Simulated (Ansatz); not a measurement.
The system is MoPdRu2.

```xyz
4
Lattice="2.7734 0.0000 0.0000 -1.3867 2.4019 0.0000 0.0000 0.0000 8.8947" Properties=species:S:1:pos:R:3 pbc="T T T"
Pd    0.0000    0.0000    4.4473
Ru    1.3867    0.8006    6.7408
Ru    1.3867    0.8006    2.1539
Mo    0.0000    0.0000    0.0000
```

The cell comes from a database or a generator and needn't be the stable form of this composition.

Base run:

| Property | Result |
| --- | --- |
| Program | Ansatz 0.2.0 |
| Functional | PBEsol |
| Potentials or basis | all-electron LAPW, scalar-relativistic |
| Cutoff | 248 eV |
| Density cutoff | 991 eV |
| Basis error allowed | 0.002 eV/atom |
| k mesh | 11 × 11 × 3 |
| Occupations | fermi-dirac, width 0.05 eV |
| Spin | no spin polarisation |

Its results: pressure -11.3 GPa; largest force 0.087 eV/Å.

**Question.** The run is repeated on the same cell with these changes: functional from PBEsol to LDA. What comes out?

**Answer.** Pressure -16.5 GPa; largest force 0.114 eV/Å.

LDA binds more tightly than PBEsol, so the same cell stands under less pressure.

Not every run made on this cell is shown here.
